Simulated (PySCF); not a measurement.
**OsS4: relaxation and vibrations of the singlet**

The task is one start of a wider search on OsS4: the singlet, from a PBE0 minimum start. It is relaxed, tested by its Hessian and followed downhill if it is a saddle.

Computed with PySCF 2.14.0. Level: PBE0, basis Os def2-SVP with ECP60, S def2-SVP, scalar-relativistic core potentials, no spin–orbit coupling, density fitting.

## 1. The system as given

5 atoms, charge 0, spin multiplicity 1.

Bond lengths: Os1–S2 2.276 Å, Os1–S3 2.276 Å, Os1–S4 2.076 Å, Os1–S5 2.076 Å, S2–S3 2.073 Å. Angles: S2–Os1–S3 54.2°, S2–Os1–S4 118.5°, S2–Os1–S5 118.5°, S3–Os1–S4 118.5°, S3–Os1–S5 118.5°, S4–Os1–S5 115.1°, Os1–S2–S3 62.9°, Os1–S3–S2 62.9°.

Coordinates in bohr (charge 0 multiplicity 1):
```
Os   -0.2431   -0.2426    0.0000
S     3.0456    1.8810    1.7792
S     1.8871    3.0419   -1.7792
S    -3.8568    0.3980    1.3856
S     0.3903   -3.8576   -1.3856
```

## 2. The SCF at the typed geometry

The steps below are one call of a driver around PySCF. For each, scf.py gives the equivalent set-up of the SCF; relaxations use the driver's own optimiser. After this first run the driver tries any further starts and a stability analysis.

The input, scf.py:

```python
from pyscf import gto, scf, dft
mol = gto.M(atom='''
Os    -0.128633    -0.128379     0.000000
S      1.611673     0.995403     0.941486
S      0.998585     1.609704    -0.941486
S     -2.040932     0.210591     0.733223
S      0.206558    -2.041344    -0.733223''',
    basis={'Os': 'def2-SVP', 'S': 'def2-SVP'},
    ecp={'Os': 'def2-SVP'},
    charge=0, spin=0)
mf = dft.RKS(mol, xc='PBE0')
mf.grids.atom_grid = (50, 194)
aux = {'Os': 'def2-universal-JKFIT', 'S': 'def2-universal-JKFIT'}
mf = mf.density_fit(auxbasis=aux)
mf.conv_tol = 1e-08
mf.diis_space = 10
mf.max_cycle = 60
mf.init_guess = 'minao'
mf.verbose = 4
mf.kernel()
```

Command:

```bash
$ OMP_NUM_THREADS=2 python axn.py task.json out
```

The log of the run, shortened:

```text
[... the frontier levels of the middle cycles are left out ...]
init E= -1670.62671229023
  HOMO = -0.484899288499409  LUMO = -0.445004975682834  gap/eV = 1.08558
cycle= 1 E= -1681.7036999259  delta_E= -11.1  |g|= 1.68  |ddm|= 8.59
  HOMO = -0.0803511982705082  LUMO = 0.0527784771917626  gap/eV = 3.62264
cycle= 2 E= -1675.57350718345  delta_E= 6.13  |g|= 4.14  |ddm|= 6.11
  HOMO = -0.241634377688558  LUMO = -0.150731543131062  gap/eV = 2.47359
cycle= 3 E= -1682.16199856363  delta_E= -6.59  |g|= 1.08  |ddm|=  5.6
cycle= 4 E= -1681.80074562898  delta_E= 0.361  |g|= 1.37  |ddm|= 2.57
cycle= 5 E= -1682.47803572754  delta_E= -0.677  |g|= 0.188  |ddm|=  1.8
cycle= 6 E= -1682.48658921508  delta_E= -0.00855  |g|= 0.0923  |ddm|= 0.253
cycle= 7 E= -1682.48833303175  delta_E= -0.00174  |g|= 0.0341  |ddm|= 0.0731
cycle= 8 E= -1682.48863564568  delta_E= -0.000303  |g|= 0.0147  |ddm|= 0.0409
cycle= 9 E= -1682.48868571757  delta_E= -5.01e-05  |g|= 0.00292  |ddm|= 0.012
cycle= 10 E= -1682.48868749917  delta_E= -1.78e-06  |g|= 0.000919  |ddm|= 0.00239
cycle= 11 E= -1682.4886876624  delta_E= -1.63e-07  |g|= 0.00036  |ddm|= 0.000839
cycle= 12 E= -1682.48868768224  delta_E= -1.98e-08  |g|= 0.000249  |ddm|= 0.000542
cycle= 13 E= -1682.48868770226  delta_E= -2e-08  |g|= 5.04e-05  |ddm|= 0.000314
cycle= 14 E= -1682.48868770349  delta_E= -1.23e-09  |g|= 1.26e-05  |ddm|= 9.95e-05
  HOMO = -0.255163848821105  LUMO = -0.150006754078018  gap/eV = 2.86147
Extra cycle  E= -1682.48868770324  delta_E= 2.52e-10  |g|= 3.25e-05  |ddm|= 5.64e-05
converged SCF energy = -1682.48868770324
```

This step, with its further starts and checks, needed 10 s of wall time on 2 threads of Arm Neoverse V1, shared host.

The test of internal stability found no lower closed-shell solution.

## 3. PBE0 minimum start, singlet: relaxation

The program finds C2v symmetry in the start, which this walk keeps. The walk stops when the largest gradient is under 0.0003 Eh/bohr and the energy has settled too.

scf.py, as its differences from that of step 2:

```diff
@@ -3,5 +3,5 @@
-Os    -0.128633    -0.128379     0.000000
-S      1.611673     0.995403     0.941486
-S      0.998585     1.609704    -0.941486
-S     -2.040932     0.210591     0.733223
-S      0.206558    -2.041344    -0.733223''',
+Os    -0.128990    -0.128735    -0.000000
+S      1.611317     0.995047     0.941486
+S      0.998228     1.609348    -0.941486
+S     -2.041289     0.210235     0.733223
+S      0.206202    -2.041700    -0.733223''',
@@ -18 +17,0 @@
-mf.init_guess = 'minao'
```

The optimiser's trace:

```
step   energy (Eh)  change (kJ/mol)  largest symmetric gradient (Eh/bohr)
   0  -1682.488688             0.00                               0.00009
```

The walk took 3.4 s.

After 0 steps and 0.0 kJ/mol it ends at C2v: Os–S 2.076 Å (×2), Os–S 2.276 Å (×2), S–S 2.073 Å; Os–S–S 62.9° (×2), S–Os–S 54.2°, S–Os–S 115.1°, S–Os–S 118.5° (×4).

## 4. Frequencies

The point is checked on the finer grid, and tightened if its gradient asks for it. The Hessian and the dipole derivatives come from central differences of analytic gradients, with steps of 0.02 bohr.

scf.py, as its differences from that of step 3:

```diff
@@ -12 +12 @@
-mf.grids.atom_grid = (50, 194)
+mf.grids.atom_grid = (75, 302)
@@ -15 +15 @@
-mf.conv_tol = 1e-08
+mf.conv_tol = 1e-10
```

This SCF starts from the last density.

SCF at the final geometry:

```text
init E= -1682.48862298433
  HOMO = -0.255166381441742  LUMO = -0.150010279141874  gap/eV = 2.86144
cycle= 1 E= -1682.48862298428  delta_E= 5.28e-11  |g|= 1.42e-05  |ddm|= 2.54e-05
  HOMO = -0.255165018442101  LUMO = -0.150010689108243  gap/eV = 2.86140
cycle= 2 E= -1682.48862298384  delta_E= 4.37e-10  |g|= 3.85e-05  |ddm|= 6.7e-05
  HOMO = -0.255166136311434  LUMO = -0.150010451566738  gap/eV = 2.86143
cycle= 3 E= -1682.48862298434  delta_E= -4.93e-10  |g|= 6.15e-06  |ddm|= 5.16e-05
  HOMO = -0.255166072805929  LUMO = -0.150010381710625  gap/eV = 2.86143
cycle= 4 E= -1682.48862298435  delta_E= -1.36e-11  |g|= 7.13e-07  |ddm|= 7.36e-06
  HOMO = -0.255166001308798  LUMO = -0.150010511974787  gap/eV = 2.86143
Extra cycle  E= -1682.48862298435  delta_E= 5.46e-12  |g|= 2.53e-06  |ddm|= 3.23e-06
converged SCF energy = -1682.48862298435
```

The whole step took 1.8 min.

Geometry: C2v; Os–S 2.076 Å (×2), Os–S 2.276 Å (×2), S–S 2.073 Å; Os–S–S 62.9° (×2), S–Os–S 54.2°, S–Os–S 115.1°, S–Os–S 118.5° (×4).

Modes, for the most abundant isotopes:

```tsv
symmetry	ω (cm⁻¹)	IR (km/mol)
b2	134	1.8
b1	142	2.4
a2	158	0.0
a1	167	0.6
b2	314	2.1
a1	359	3.8
a1	557	60.8
a1	563	2.5
b1	566	57.0
```

Every mode is real; the point is a minimum.

Constants and moments:

- Dipole moment: 0.43 D
- Highest occupied level: -6.94 eV
- Lowest empty level: -4.08 eV
- Rotational constants: 0.06363, 0.04216, 0.03197 cm⁻¹
- Zero-point energy: 17.7 kJ/mol
- Principal polarisabilities: 71.7, 109.5, 131.9 bohr³
- Atomisation energy without zero-point energy: 1562 kJ/mol
- Principal traceless quadrupole moments about the centre of mass: -0.99, -0.06, 1.05 D Å
- Entropy at 298.15 K and 1 bar: 359.4 J/(mol K)
- Heat capacity Cp at 298.15 K: 92.5 J/(mol K)
- Enthalpy at 298.15 K above 0 K: 20.09 kJ/mol
- Rotational symmetry number: 2

Charges (e) and bond orders:

```csv
atom,Mulliken,Löwdin,polar tensor,Mayer order to Os1
Os1,0.26,-0.99,0.85,–
"S2,3",-0.05,0.22,-0.11,0.98
"S4,5",-0.08,0.28,-0.32,1.85
```

Outer orbital energies (eV). occupied: -10.64, -10.61, -9.82, -9.53, -8.45, -7.98, -7.60, -6.94; empty: -4.08, -3.33, -3.13, -2.94.

Mulliken populations on Os1 (outside its core potential): s 2.69, p 6.36, d 6.62, f 0.07.

## 5. Stability of the closed shell

At the lowest minimum the closed shell is tested against spin polarisation, on the (50, 194) grid. It is stable.

## 6. What came out

| quantity | value |
| --- | --- |
| minimum | singlet, C2v |
| geometry | Os–S 2.076 Å (×2), Os–S 2.276 Å (×2), S–S 2.073 Å; Os–S–S 62.9° (×2), S–Os–S 54.2°, S–Os–S 115.1°, S–Os–S 118.5° (×4) |
| wavenumbers (cm⁻¹) | 134 (b2), 142 (b1), 158 (a2), 167 (a1), 314 (b2), 359 (a1), 557 (a1), 563 (a1), 566 (b1) |
| dipole moment | 0.43 D |
| highest occupied, lowest empty level | -6.94, -4.08 eV |
| polar-tensor charge of Os1 | +0.85 e |
| zero-point energy | 17.7 kJ/mol |
| entropy at 298.15 K | 359.4 J/(mol K) |
| atomisation energy (no zero-point energy) | 1562 kJ/mol |

The PBE0 minimum start keeps its C2v symmetry and ends in a minimum. In the infrared the band at 557 cm⁻¹ (a1) leads. Only this shape and spin were tried, so other structures or states may lie lower. Spin–orbit coupling, left out here, can matter for elements this heavy.

The search up to here needed 2.3 min of wall time on 2 threads of Arm Neoverse V1, shared host.
